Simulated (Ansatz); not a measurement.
# NbTe (P-6m2) in Ansatz: a series of runs

The runs below take NbTe through relaxation of cell and atoms, with PBEsol, PBEsol+D3(BJ), PBEsol+D3(BJ)-ATM, PBEsol+D4.

All numbers are computed with Ansatz 0.2.0; they aren't measurements. Logs are shortened: lines on timing, memory, paths and dates and some standing lists are left out, and cuts for length are marked.

### Step 1. The structure

It takes space group P-6m2 (No. 187, hexagonal). The conventional cell has a = 3.703 Å, b = 3.703 Å, c = 3.694 Å, α = 90.00°, β = 90.00°, γ = 120.00°. Around Te (site symmetry -6m2) lie 6 Nb at 2.83 Å. Nb (site symmetry -6m2) has 6 Te at 2.83 Å as nearest neighbours.

The cell comes from a database or a generator and needn't be the stable form of this composition.

### Step 2. Relaxation of cell and atoms, PBEsol

input.yaml

```yaml
crystal:
  lattice:
    - [3.7029743866, 0.0, 0.0]
    - [-1.8514871933, 3.2068698884, 0.0]
    - [0.0, 0.0, 3.694211]
  atoms:
    - { symbol: Te, position: [0.6666666667, 0.3333333333, 0.0] }
    - { symbol: Nb, position: [0.0, 0.0, 0.5] }
hamiltonian:
  xc: pbesol
  pseudopotentials: { kind: paw }
kpoints:
  mp_grid: { grid: [8, 8, 7] }
scf:
  occupations: { method: fermi_dirac, width: 0.05 }
output:
  forces: true
  stress: true
  eigenvalues: true
relax:
  f_tol: 0.01
  max_steps: 40
  cell: { stress_tol: 0.05 }
```

Potentials or basis: Ansatz PAW.

The run is started by

```bash
> ansatz run input.yaml --threads 2 --pin off --max-ram 5632MiB --backend cpu --events-out ev --progress --plain --runs-dir out
```

Output:

```text
Warning: RAYON_NUM_THREADS=2 ignored (pool sized by the plan → 2); use --threads N
Engine: ansatz 0.2.0, x86_64-unknown-linux-gnu
Pseudopotentials: kind: paw
Pseudopotential: Te, paw, valence charge 16, recommended cutoff 420 eV (normal), Te.paw.azcp
Pseudopotential: Nb, paw, valence charge 13, recommended cutoff 420 eV (normal), Nb.paw.azcp
Functional definition: PBEsol
  exchange = pbesol_x
  correlation = pbesol_c
Crystal: 2 atoms, lattice volume = 43.869 Å³
Basis set: ecut = 420 eV, 865 PW (Γ), exchange–correlation on 50×50×50 points (8 copies of the dense FFT grid, shifted against one another)
Bands: 19, of which v1, the nominal top of the filled ones, is band 15 counted from 1 (14 counted from 0)
Symmetry: 12 space group operations
Space group: P-6m2 (ITA 187), of the structure as read, at distance tolerance 3.5e-5 Å
k-points: 40 of 448 (time reversal used)
Non-local potential: Te, projectors of the file, l = 0: 2, l = 1: 2, l = 2: 2, l = 3: 2
Non-local potential: Nb, projectors of the file, l = 0: 3, l = 1: 2, l = 2: 2, l = 3: 1
PAW form: soft (Blöchl's): semilocal exchange-correlation on the pseudo side does not see the compensation charge
PAW frozen core: Te, regenerated for the run's functional, and the local potential with it (the file was generated under x = pbe(κ = 0.804, μ = 0.2195149727645171), c = pbe(β = 0.06672455060314922))
PAW frozen core: Nb, regenerated for the run's functional, and the local potential with it (the file was generated under x = pbe(κ = 0.804, μ = 0.2195149727645171), c = pbe(β = 0.06672455060314922))
PAW one-centre angular grid: Te, 590 points (default); XC on 64 Gauss nodes
PAW one-centre angular grid: Nb, 590 points (default); XC on 64 Gauss nodes
Initial density: superposition of atomic densities (neutral atoms: chi_scale 0, normalization atom), corrected by the library's trained network
Initial wavefunctions: pseudopotential atomic-orbital guess
Functional: x = pbesol(κ = 0.804, μ = 0.12345679012345678), c = pbesol(β = 0.046)
SCF iter   1: F=—  HF=-11397.362520 eV  |F-HF|=—  |Δ(HF+E_count)|=         —  Δρ=7.33e-3  dr2=1.12e-2  ethr=1.77e-3  ⟨swp⟩=6.0  Hψ=3929  notcnv=0
preconditioner: auto → none  [metal: Δε(μ)=0.062 eV  Ē_g=7.578 eV  σ=0.050 eV  W_gap=0.28  n_scr=8 (ndim 8)  ℏωp=18.6 eV  f_vac=0.000  D(μ)=1.34/eV (n_scr^D=8)  sad-step TF]
SCF iter   2: F=—  HF=-11397.361242 eV  |F-HF|=—  |Δ(HF+E_count)|=   1.28e-3  Δρ=4.33e-3  dr2=4.57e-3  ethr=3.86e-5  ⟨swp⟩=1.3  Hψ=1102  notcnv=0
SCF iter   3: F=—  HF=-11397.360759 eV  |F-HF|=—  |Δ(HF+E_count)|=   4.84e-4  Δρ=2.92e-4  dr2=1.98e-5  ethr=1.57e-5  ⟨swp⟩=2.2  Hψ=1027  notcnv=0
SCF iter   4: F=—  HF=-11397.360738 eV  |F-HF|=—  |Δ(HF+E_count)|=   2.07e-5  Δρ=7.40e-5  dr2=2.90e-6  ethr=6.81e-8  ⟨swp⟩=2.0  Hψ=1348  notcnv=0
iter 5 did not close the SCF: its close was put off for the readings that it lacked (scf_convergence_deferred on its scf_iter line)
SCF iter   5: F=-11397.360737 eV  HF=-11397.360737 eV  |F-HF|=7.65e-9  |Δ(HF+E_count)|=   4.84e-7  Δρ=1.29e-5  dr2=3.45e-8  ethr=1.00e-8  ⟨swp⟩=2.8  Hψ=1324  notcnv=0
SCF iter   6: F=-11397.360737 eV  HF=-11397.360737 eV  |F-HF|=2.49e-10  |Δ(HF+E_count)|=   4.05e-9  Δρ=2.75e-6  dr2=1.17e-9  ethr=1.19e-10  ⟨swp⟩=3.5  Hψ=3167  notcnv=0
SCF 1 converged in 6 iterations: F = -11397.360737 eV  dr2 = 1.17e-9
relax step   1: F+E_penalty+E_count = -11397.36073737 eV  Δ(F+E_penalty+E_count) = +0.000e0 eV  max|allowed force component| = 3.701e-17 eV/Å  Δτ_max = 0.0000 Å  P = -5.245 GPa  Ω = 43.869 Å³  (6 SCF iters, dr2 threshold 1.00e-7 eV, accepted)
Crystal: 2 atoms, lattice volume = 38.538 Å³
Basis set: ecut = 420 eV, 761 PW (Γ), exchange–correlation on 50×50×50 points (8 copies of the dense FFT grid, shifted against one another)
Initial density: handed on by an earlier stage of this run
Initial wavefunctions: those handed on with the density
iter 1 solved again at ethr=1.20e-4 eV; its pass at ethr=3.10e-3 eV (dr2=3.49e-2 eV) is discarded
SCF iter   1: F=—  HF=-11397.270920 eV  |F-HF|=—  |Δ(HF+E_count)|=         —  Δρ=7.08e-3  dr2=3.57e-2  ethr=1.20e-4  ⟨swp⟩=1.1  Hψ=4445  notcnv=0
preconditioner: auto → none  [metal: Δε(μ)=0.063 eV  Ē_g=8.364 eV  σ=0.050 eV  W_gap=0.29  n_scr=8 (ndim 8)  ℏωp=19.8 eV  f_vac=0.000  D(μ)=1.00/eV (n_scr^D=8)]
SCF iter   2: F=—  HF=-11397.262406 eV  |F-HF|=—  |Δ(HF+E_count)|=   8.51e-3  Δρ=2.33e-3  dr2=2.88e-3  ethr=1.20e-4  ⟨swp⟩=2.0  Hψ=1085  notcnv=0
SCF iter   3: F=—  HF=-11397.261873 eV  |F-HF|=—  |Δ(HF+E_count)|=   5.34e-4  Δρ=3.81e-4  dr2=3.70e-5  ethr=9.94e-6  ⟨swp⟩=2.0  Hψ=934  notcnv=0
SCF iter   4: F=—  HF=-11397.261881 eV  |F-HF|=—  |Δ(HF+E_count)|=   8.06e-6  Δρ=8.25e-5  dr2=1.22e-6  ethr=1.28e-7  ⟨swp⟩=2.1  Hψ=1006  notcnv=0
iter 5 did not close the SCF: its close was put off for the readings that it lacked (scf_convergence_deferred on its scf_iter line)
SCF iter   5: F=-11397.261882 eV  HF=-11397.261882 eV  |F-HF|=1.88e-8  |Δ(HF+E_count)|=   1.01e-6  Δρ=1.48e-5  dr2=6.91e-8  ethr=4.20e-9  ⟨swp⟩=2.1  Hψ=973  notcnv=0
SCF iter   6: F=-11397.261882 eV  HF=-11397.261882 eV  |F-HF|=1.82e-11  |Δ(HF+E_count)|=   1.07e-8  Δρ=1.39e-6  dr2=3.37e-10  ethr=2.38e-10  ⟨swp⟩=2.9  Hψ=2567  notcnv=0
SCF 2 converged in 6 iterations: F = -11397.261882 eV  dr2 = 3.37e-10
[... 22 lines left out ...]
iter 4 did not close the SCF: its close was put off for the readings that it lacked (scf_convergence_deferred on its scf_iter line)
SCF iter   4: F=-11397.394166 eV  HF=-11397.394166 eV  |F-HF|=4.54e-9  |Δ(HF+E_count)|=   3.35e-8  Δρ=6.04e-6  dr2=6.37e-9  ethr=6.50e-10  ⟨swp⟩=2.3  Hψ=1198  notcnv=0
iter 5 did not close the SCF: its close was put off for the readings that it lacked (scf_convergence_deferred on its scf_iter line)
SCF iter   5: F=-11397.394166 eV  HF=-11397.394166 eV  |F-HF|=3.64e-12  |Δ(HF+E_count)|=   5.35e-9  Δρ=1.14e-6  dr2=2.99e-10  ethr=2.20e-11  ⟨swp⟩=2.5  Hψ=1255  notcnv=0
SCF iter   6: F=-11397.394166 eV  HF=-11397.394166 eV  |F-HF|=7.28e-12  |Δ(HF+E_count)|=  8.73e-11  Δρ=1.27e-7  dr2=6.48e-12  ethr=1.03e-12  ⟨swp⟩=1.1  Hψ=2198  notcnv=0
SCF 4 converged in 6 iterations: F = -11397.394166 eV  dr2 = 6.48e-12
relax step   4: F+E_penalty+E_count = -11397.39416641 eV  Δ(F+E_penalty+E_count) = -8.276e-4 eV  max|allowed force component| = 3.701e-17 eV/Å  Δτ_max = 0.0000 Å  P = +0.123 GPa  Ω = 41.902 Å³  energy of the carried Pulay correction = +3.599e-4 eV  (6 SCF iters, dr2 threshold 2.00e-7 eV, accepted)
Crystal: 2 atoms, lattice volume = 41.922 Å³
iter 1 solved again at ethr=4.14e-8 eV; its pass at ethr=3.10e-3 eV (dr2=1.20e-5 eV) is discarded
SCF iter   1: F=—  HF=-11397.394219 eV  |F-HF|=—  |Δ(HF+E_count)|=         —  Δρ=1.36e-4  dr2=1.19e-5  ethr=4.14e-8  ⟨swp⟩=3.1  Hψ=4513  notcnv=0
preconditioner: auto → none  [metal: Δε(μ)=0.090 eV  Ē_g=7.859 eV  σ=0.050 eV  W_gap=0.41  n_scr=8 (ndim 8)  ℏωp=19.0 eV  f_vac=0.000  D(μ)=1.16/eV (n_scr^D=8)]
SCF iter   2: F=—  HF=-11397.394202 eV  |F-HF|=—  |Δ(HF+E_count)|=   1.71e-5  Δρ=4.26e-5  dr2=6.90e-7  ethr=4.11e-8  ⟨swp⟩=2.0  Hψ=965  notcnv=0
iter 3 did not close the SCF: its close was put off for the readings that it lacked (scf_convergence_deferred on its scf_iter line)
SCF iter   3: F=-11397.394202 eV  HF=-11397.394202 eV  |F-HF|=8.09e-9  |Δ(HF+E_count)|=   1.18e-7  Δρ=1.38e-5  dr2=4.72e-8  ethr=2.38e-9  ⟨swp⟩=2.2  Hψ=937  notcnv=0
iter 4 did not close the SCF: its close was put off for the readings that it lacked (scf_convergence_deferred on its scf_iter line)
SCF iter   4: F=-11397.394202 eV  HF=-11397.394202 eV  |F-HF|=1.16e-10  |Δ(HF+E_count)|=   1.78e-9  Δρ=1.84e-6  dr2=5.17e-10  ethr=1.63e-10  ⟨swp⟩=2.4  Hψ=1144  notcnv=0
iter 5 did not close the SCF: its close was put off for the readings that it lacked (scf_convergence_deferred on its scf_iter line)
SCF iter   5: F=-11397.394202 eV  HF=-11397.394202 eV  |F-HF|=5.46e-12  |Δ(HF+E_count)|=  1.76e-10  Δρ=2.31e-7  dr2=1.10e-11  ethr=1.78e-12  ⟨swp⟩=2.4  Hψ=1153  notcnv=0
SCF iter   6: F=-11397.394202 eV  HF=-11397.394202 eV  |F-HF|=0.00e0  |Δ(HF+E_count)|=  1.82e-12  Δρ=2.71e-8  dr2=1.20e-13  ethr=1.00e-12  ⟨swp⟩=1.0  Hψ=1680  notcnv=0
SCF 5 converged in 6 iterations: F = -11397.394202 eV  dr2 = 1.20e-13
relax step   5: F+E_penalty+E_count = -11397.39420163 eV  Δ(F+E_penalty+E_count) = -3.522e-5 eV  max|allowed force component| = 3.701e-17 eV/Å  Δτ_max = 0.0000 Å  P = +0.010 GPa  Ω = 41.922 Å³  energy of the carried Pulay correction = +3.556e-4 eV  (6 SCF iters, dr2 threshold 1.79e-7 eV, accepted)
Initial wavefunctions: pseudopotential atomic-orbital guess (no wavefunctions were taken with the density)
iter 1 solved again at ethr=3.32e-8 eV; its pass at ethr=3.10e-3 eV (dr2=9.63e-6 eV) is discarded
SCF iter   1: F=—  HF=-11397.393845 eV  |F-HF|=—  |Δ(HF+E_count)|=         —  Δρ=4.96e-5  dr2=1.41e-7  ethr=3.32e-8  ⟨swp⟩=3.4  Hψ=6043  notcnv=0
preconditioner: auto → none  [metal: Δε(μ)=0.091 eV  Ē_g=7.859 eV  σ=0.050 eV  W_gap=0.42  n_scr=8 (ndim 8)  ℏωp=19.0 eV  f_vac=0.000  D(μ)=1.16/eV (n_scr^D=8)]
SCF iter   2: F=—  HF=-11397.393832 eV  |F-HF|=—  |Δ(HF+E_count)|=   1.28e-5  Δρ=2.34e-5  dr2=3.02e-8  ethr=4.87e-10  ⟨swp⟩=2.0  Hψ=1266  notcnv=0
SCF iter   3: F=—  HF=-11397.393832 eV  |F-HF|=—  |Δ(HF+E_count)|=   2.61e-8  Δρ=3.76e-6  dr2=9.15e-10  ethr=1.04e-10  ⟨swp⟩=2.1  Hψ=1247  notcnv=0
SCF iter   4: F=—  HF=-11397.393832 eV  |F-HF|=—  |Δ(HF+E_count)|=   1.20e-9  Δρ=5.75e-7  dr2=4.89e-11  ethr=3.16e-12  ⟨swp⟩=2.8  Hψ=1381  notcnv=0
iter 5 did not close the SCF: its close was put off for the readings that it lacked (scf_convergence_deferred on its scf_iter line)
SCF iter   5: F=-11397.393832 eV  HF=-11397.393832 eV  |F-HF|=1.82e-12  |Δ(HF+E_count)|=  2.18e-11  Δρ=5.77e-8  dr2=1.73e-12  ethr=1.00e-12  ⟨swp⟩=1.0  Hψ=760  notcnv=0
SCF iter   6: F=-11397.393832 eV  HF=-11397.393832 eV  |F-HF|=3.64e-12  |Δ(HF+E_count)|=    0.00e0  Δρ=9.78e-9  dr2=2.44e-14  ethr=1.00e-12  ⟨swp⟩=4.0  Hψ=3070  notcnv=0
SCF 6 converged in 6 iterations: F = -11397.393832 eV  dr2 = 2.44e-14
relax step   6: F+E_penalty+E_count = -11397.39383245 eV  Δ(F+E_penalty+E_count) = +3.692e-4 eV  max|allowed force component| = 2.776e-17 eV/Å  Δτ_max = 0.0000 Å  P = +0.012 GPa  Ω = 41.922 Å³  stress off target by 2.28e-2 GPa  SCF on the basis re-selected at this cell (its energy is not comparable with the rows above)  (6 SCF iters)
basis re-selected at this cell: Δ(F+E_penalty+E_count) = +3.692e-4 eV, ΔP = +0.002 GPa vs the last step (what re-selecting the basis moved, of the pressure what is left beyond the Pulay correction that the steps carried, after the strain that the cell walked since its last selection, with what the two solves' SCF thresholds leave and, on support functions, any second-order correction that the steps lacked; it is no measure of the basis error at this ecutwfc). This SCF's stress stands 2.28e-2 GPa from its target on what of the cell is left free (relax.cell.stress_tol is 5.00e-2 GPa) and its largest allowed force component is 2.78e-17 eV/Å (relax.f_tol is 1.00e-2 eV/Å): within both
SCF converged after 6 iterations
Free energy (F): -11397.393832 eV
Harris-Foulkes:  -11397.393832 eV  (|F-HF|=3.64e-12)
Internal energy: -11397.384013 eV  (E = F + TS)
E sigma→0 (E₀):  -11397.388923 eV
Entropy (-TS):   -0.009820 eV (-4.910 meV/atom)
Fermi energy:    16.643519 eV
--- Per-component energies (eV) ---
  E_band       = -257.993623
  E_kinetic    = 578.273601
  E_local      = -1662.525721  (includes V_loc(G=0)·N_el)
  E_nonlocal   = -184.023118
  E_hartree    = 909.894744
  E_xc         = -298.808285
  E_vxc        = -318.140472  (∫ρ·V_xc dr)
  E_paw        = -7604.371252  (= ΣΔE_a)
  E_vpaw       = -491.367226  (= ΣTr[D̂ρ^β])
  E_aug_tail   = -0.000171  (compensation charges beyond the density's cutoff)
  E_ewald      = -3136.387335
  E_core_change = 0.563524  (= ΣΔE_core)
  E_smearing   = -0.009820  (= −TS)
  E_closure    = -0.000000  (closes the sum)
  Σ components = -11397.393832   (vs F -11397.393832, Δ=0.00e0)
--- Forces (eV/Å), atoms counted from 1 ---
  atom   1  Te    -0.00000000     0.00000000     0.00000000
  atom   2  Nb     0.00000000     0.00000000     0.00000000
  max |Σ_I F_I| component: 9.25e-17 eV/Å
--- Stress (GPa, compression-positive) ---
        0.022757       0.000000       0.000000
        0.000000       0.022757       0.000000
        0.000000       0.000000      -0.008392
  P = ⅓ Tr σ = 0.0124 GPa (0.124 kbar)
--- Band table (eV; the first three rows and the last of 40) ---
  k-point 0: bands = ["-38.7902", "-21.4346", "-21.4346", "-21.4233", "-21.4233", "-21.4224", "-15.0444", "-14.8166", "-14.8166", "2.0658", "13.4067", "13.4582", "13.4582", "14.1531", "16.7728", "16.7728", "19.2517", "19.2517", "19.7940"]
  k-point 1: bands = ["-38.7891", "-21.4343", "-21.4343", "-21.4246", "-21.4246", "-21.4198", "-15.0692", "-14.8141", "-14.8141", "2.2782", "12.0846", "13.5788", "13.5788", "14.9575", "16.3267", "16.3267", "19.4980", "19.4980", "20.2886"]
  k-point 2: bands = ["-38.7866", "-21.4333", "-21.4333", "-21.4277", "-21.4277", "-21.4139", "-15.1245", "-14.8086", "-14.8086", "2.8295", "10.2891", "13.8475", "13.8475", "15.7481", "15.7481", "16.0097", "19.2035", "19.2035", "21.0972"]
  k-point 39: bands = ["-38.7727", "-21.4394", "-21.4310", "-21.4266", "-21.4207", "-21.4003", "-15.1071", "-14.9385", "-14.8798", "4.3476", "10.1720", "10.7980", "11.9363", "15.3149", "17.8091", "18.4625", "19.0263", "19.2583", "20.2253"]
--- Relaxed structure (5 steps of the walk, 4 accepted, 1 SCFs on fresh bases) ---
  F+E_penalty+E_count = -11397.39383245 eV   max|allowed force component| = 2.776e-17 eV/Å   (the final SCF, on the basis selected at the relaxed cell)
  cell:  # Å, volume = 41.9221 Å³
    - [3.6298762571184238, -2.156926447447008e-32, 0.0]
    - [-1.8149381285592119, 3.1435650512585296, 0.0]
    - [0.0, 0.0, 3.6739123303355816]
  atoms:
    - { symbol: Te, position: [0.6666666666666666, 0.3333333333333333, 0.0] }
    - { symbol: Nb, position: [-2.7755575615628914e-17, -4.9646606902555466e-33, 0.5] }
```

Wall time 5.8 s (2 threads of Intel Xeon 6975P-C (Granite Rapids), shared host); peak memory 0.42 GiB.

Results:

```yaml
Free_energy: -11397.3938 eV
Relaxed_volume: 20.96 Å³/atom
Relaxed_cell: a = 3.630 Å, b = 3.630 Å, c = 3.674 Å, α = 90.00°, β = 90.00°, γ = 120.00°
Space_group_after_relaxing_to_0.05_Å: P-6m2 (No. 187)
Energy_gained_by_relaxing: 16.5 meV/atom
Ionic_steps: 5
Pressure_after_relaxing: 0.0 GPa
Band_gap_on_the_k_mesh: none (metal or under the smearing width)
```

Step by step:
```tsv
step	energy change (eV)	largest force (eV/Å)	volume (Å³)
1	0.0000	0.0000	43.87
2	-0.0326	0.0000	42.19
3	-0.0334	0.0000	41.90
4	-0.0335	0.0000	41.92
5	-0.0331	0.0000	41.92
```

Final structure:
```yaml
crystal:
  lattice:
    - [3.62988, 0.00000, 0.00000]
    - [-1.81494, 3.14357, 0.00000]
    - [0.00000, 0.00000, 3.67391]
  atoms:
    - { symbol: Te, position: [0.66667, 0.33333, 0.00000] }
    - { symbol: Nb, position: [0.00000, 0.00000, 0.50000] }
```

Caveat: the plane-wave basis is chosen anew once the cell has moved, so the energies of steps on either side of that aren't comparable; the PAW data sets come from PBE, with cores solved anew for the run's functional, which leaves a small shift of forces and pressure.

### Step 3. Relaxation of cell and atoms, PBEsol+D3(BJ)

input.yaml, as its differences from that of step 2:

```diff
@@ -11,2 +11,3 @@
   pseudopotentials: { kind: paw }
+  dispersion: d3bj
 kpoints:
@@ -19,2 +20,6 @@
   eigenvalues: true
+  write_density: true
+  write_potential: true
+  elf: true
+  volumetric_format: npy
 relax:
```

Potentials or basis: Ansatz PAW.

The run is started by

```bash
> ansatz run input.yaml --threads 2 --pin off --max-ram 5632MiB --backend cpu --events-out ev --progress --plain --runs-dir out
```

Wall time 5.5 s (2 threads of Intel Xeon 6975P-C (Granite Rapids), shared host); peak memory 0.43 GiB.

The run converged. Its results:

* Free energy: -11398.7322 eV
* Relaxed volume: 20.15 Å³/atom
* Relaxed cell: a = 3.568 Å, b = 3.568 Å, c = 3.655 Å, α = 90.00°, β = 90.00°, γ = 120.00°
* Space group after relaxing (to 0.05 Å): P-6m2 (No. 187)
* Energy gained by relaxing: 59.5 meV/atom
* Ionic steps: 6
* Pressure after relaxing: 0.0 GPa
* Band gap on the k mesh: none (metal or under the smearing width)

The path:
```csv
step,energy change (eV),largest force (eV/Å),volume (Å³)
1,0.0000,0.0000,43.87
2,-0.0461,0.0000,38.10
3,-0.1165,0.0000,40.54
4,-0.1193,0.0000,40.40
5,-0.1196,0.0000,40.31
6,-0.1189,0.0000,40.31
```

Final structure:
```xyz
2
Lattice="3.5684 0.0000 0.0000 -1.7842 3.0904 0.0000 0.0000 0.0000 3.6553" Properties=species:S:1:pos:R:3 pbc="T T T"
Te    1.7842    1.0301    0.0000
Nb    0.0000    0.0000    1.8276
```

Levels at points of the mesh, in eV from the Fermi level:
```
            k point  band 12  band 13  band 14  band 15  band 16  band 17  band 18  band 19
 (0.00, 0.00, 0.00)    -3.21    -3.21    -2.60     0.13     0.13     2.77     2.77     3.47
(0.00, -0.50, 0.00)    -4.29    -3.01    -2.52    -0.26     1.46     1.86     3.21     4.05
```

Caveat: the plane-wave basis is chosen anew once the cell has moved, so the energies of steps on either side of that aren't comparable; pairwise dispersion overbinds metals, which lowers pressure and volume; the PAW data sets come from PBE, with cores solved anew for the run's functional, which leaves a small shift of forces and pressure.

(Continued in part 2 of 2.)
